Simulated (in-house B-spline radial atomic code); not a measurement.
# Mn: excited configurations in jj coupling

Wanted: excitation energies of Mn as differences of total energies (ΔSCF).

Method: Dirac-Hartree-Fock, average of configuration, Fermi nucleus, basis-set limit. Code: in-house B-spline radial atomic code version 1.

## 1. What is computed

| Property | Result |
| --- | --- |
| element | manganese (Z = 25) |
| charge | 0 |
| electrons | 25 |
| configuration | 1s2 2s2 2p6 3s2 3p6 3d-4 3d+1 4s2 |
| Hamiltonian | Dirac-Coulomb |
| nucleus | Fermi, rms radius 3.706 fm |

In configurations, a minus sign after the shell means j = l − 1/2 and a plus sign j = l + 1/2; the count of electrons follows.

The run's settings:

```ini
Z = 25
electrons = 25.0
configuration = 1s2 2s2 2p6 3s2 3p6 3d-4 3d+1 4s2
hamiltonian = dirac
method = hf
spin_polarised = False
nucleus = fermi
rms_radius = 3.7057
mass_number = 55
atomic_mass = 54.93804304
speed_of_light = 137.035999084
```

This reference run was done before. Its total energy is -1157.351793 hartree, and its levels are (the highest eight at most):

```
orbital  occupation  energy (eV)  <r> (bohr)
  2p1/2           2      -686.34      0.2448
  2p3/2           4      -674.33      0.2471
  3s1/2           2      -106.46      0.8510
  3p1/2           2      -72.918      0.9023
  3p3/2           4      -66.308      0.9116
  3d3/2           4      -15.338       1.158
  3d5/2           1      -14.397       1.177
  4s1/2           2       -6.911       3.319
```

## 2. Configuration 1s2 2s2 2p6 3s2 3p6 3d-2 3d+2 4s2 8f+1

The run's settings:

```ini
Z = 25
electrons = 25.0
configuration = 1s2 2s2 2p6 3s2 3p6 3d-2 3d+2 4s2 8f+1
hamiltonian = dirac
method = hf
spin_polarised = False
nucleus = fermi
rms_radius = 3.7057
mass_number = 55
atomic_mass = 54.93804304
speed_of_light = 137.035999084
```

## 3. Run with 1s2 2s2 2p6 3s2 3p6 3d+4 4s2 6s1

Settings: those of step 2 with these lines changed.

```diff
@@ -2,3 +2,3 @@
 electrons = 25.0
-configuration = 1s2 2s2 2p6 3s2 3p6 3d-2 3d+2 4s2 8f+1
+configuration = 1s2 2s2 2p6 3s2 3p6 3d+4 4s2 6s1
 hamiltonian = dirac
```

## 4. Run with 1s2 2s2 2p6 3s2 3p6 3d-4 3d+1 4s1 6g+1

Settings: those of step 3 with these lines changed.

```diff
@@ -2,3 +2,3 @@
 electrons = 25.0
-configuration = 1s2 2s2 2p6 3s2 3p6 3d+4 4s2 6s1
+configuration = 1s2 2s2 2p6 3s2 3p6 3d-4 3d+1 4s1 6g+1
 hamiltonian = dirac
```

## 5. 1s2 2s2 2p6 3s2 3p6 3d-4 3d+1 4s1 5g+1

Settings: those of step 4 with these lines changed.

```diff
@@ -2,3 +2,3 @@
 electrons = 25.0
-configuration = 1s2 2s2 2p6 3s2 3p6 3d-4 3d+1 4s1 6g+1
+configuration = 1s2 2s2 2p6 3s2 3p6 3d-4 3d+1 4s1 5g+1
 hamiltonian = dirac
```

## 6. 1s2 2s2 2p6 3s2 3p-1 3p+4 3d-3 3d+2 4s2 5s1

Settings: those of step 5 with these lines changed.

```diff
@@ -2,3 +2,3 @@
 electrons = 25.0
-configuration = 1s2 2s2 2p6 3s2 3p6 3d-4 3d+1 4s1 5g+1
+configuration = 1s2 2s2 2p6 3s2 3p-1 3p+4 3d-3 3d+2 4s2 5s1
 hamiltonian = dirac
```

## 7. 1s2 2s2 2p6 3s2 3p6 3d-2 3d+2 4s2 7s1

Settings: those of step 6 with these lines changed.

```diff
@@ -2,3 +2,3 @@
 electrons = 25.0
-configuration = 1s2 2s2 2p6 3s2 3p-1 3p+4 3d-3 3d+2 4s2 5s1
+configuration = 1s2 2s2 2p6 3s2 3p6 3d-2 3d+2 4s2 7s1
 hamiltonian = dirac
```

## 8. 1s2 2s2 2p6 3s2 3p6 3d-3 3d+2 4s2

Settings: those of step 7 with these lines changed.

```diff
@@ -2,3 +2,3 @@
 electrons = 25.0
-configuration = 1s2 2s2 2p6 3s2 3p6 3d-2 3d+2 4s2 7s1
+configuration = 1s2 2s2 2p6 3s2 3p6 3d-3 3d+2 4s2
 hamiltonian = dirac
```

## 9. Configuration 1s2 2s2 2p6 3s2 3p6 3d+5 4s2

Settings: those of step 8 with these lines changed.

```diff
@@ -2,3 +2,3 @@
 electrons = 25.0
-configuration = 1s2 2s2 2p6 3s2 3p6 3d-3 3d+2 4s2
+configuration = 1s2 2s2 2p6 3s2 3p6 3d+5 4s2
 hamiltonian = dirac
```

## 10. 1s2 2s2 2p6 3s2 3p6 3d-1 3d+4 4s2

Settings: those of step 9 with these lines changed.

```diff
@@ -2,3 +2,3 @@
 electrons = 25.0
-configuration = 1s2 2s2 2p6 3s2 3p6 3d+5 4s2
+configuration = 1s2 2s2 2p6 3s2 3p6 3d-1 3d+4 4s2
 hamiltonian = dirac
```

How far above the reference does each configuration lie (order and size, in eV)?

As calculated:

| net move | configuration | energy above the reference (eV) | with Breit, QED, recoil (eV) | largest <r> (bohr) |
| --- | --- | --- | --- | --- |
| 4×3d3/2 → 4×3d5/2 | 1s2 2s2 2p6 3s2 3p6 3d+5 4s2 | 0.401 | 0.363 | 3.32 |
| 3d3/2 → 3d5/2 | 1s2 2s2 2p6 3s2 3p6 3d-3 3d+2 4s2 | 0.649 | 0.636 | 3.32 |
| 3×3d3/2 → 3×3d5/2 | 1s2 2s2 2p6 3s2 3p6 3d-1 3d+4 4s2 | 0.849 | 0.817 | 3.32 |
| 4s → 5g9/2 | 1s2 2s2 2p6 3s2 3p6 3d-4 3d+1 4s1 5g+1 | 6.085 | 6.081 | 27.5 |
| 4s → 6g9/2 | 1s2 2s2 2p6 3s2 3p6 3d-4 3d+1 4s1 6g+1 | 6.251 | 6.247 | 44.0 |
| 4×3d3/2 → 3×3d5/2, 6s | 1s2 2s2 2p6 3s2 3p6 3d+4 4s2 6s1 | 10.406 | 10.385 | 17.4 |
| 2×3d3/2 → 3d5/2, 7s | 1s2 2s2 2p6 3s2 3p6 3d-2 3d+2 4s2 7s1 | 11.160 | 11.157 | 29.1 |
| 2×3d3/2 → 3d5/2, 8f7/2 | 1s2 2s2 2p6 3s2 3p6 3d-2 3d+2 4s2 8f+1 | 11.653 | 11.650 | 89.9 |
| 3d3/2, 3p1/2 → 3d5/2, 5s | 1s2 2s2 2p6 3s2 3p-1 3p+4 3d-3 3d+2 4s2 5s1 | 64.205 | 64.130 | 8.60 |

What this shows: The lowest of them is 4×3d3/2 → 4×3d5/2 at 0.401 eV and the highest 3d3/2, 3p1/2 → 3d5/2, 5s at 64.205 eV. Koopmans' estimate of the ionisation threshold is 6.911 eV; 4 configurations exceed it by over 2 % and could autoionise. These are averages over configurations, without correlation, not spectroscopic levels.
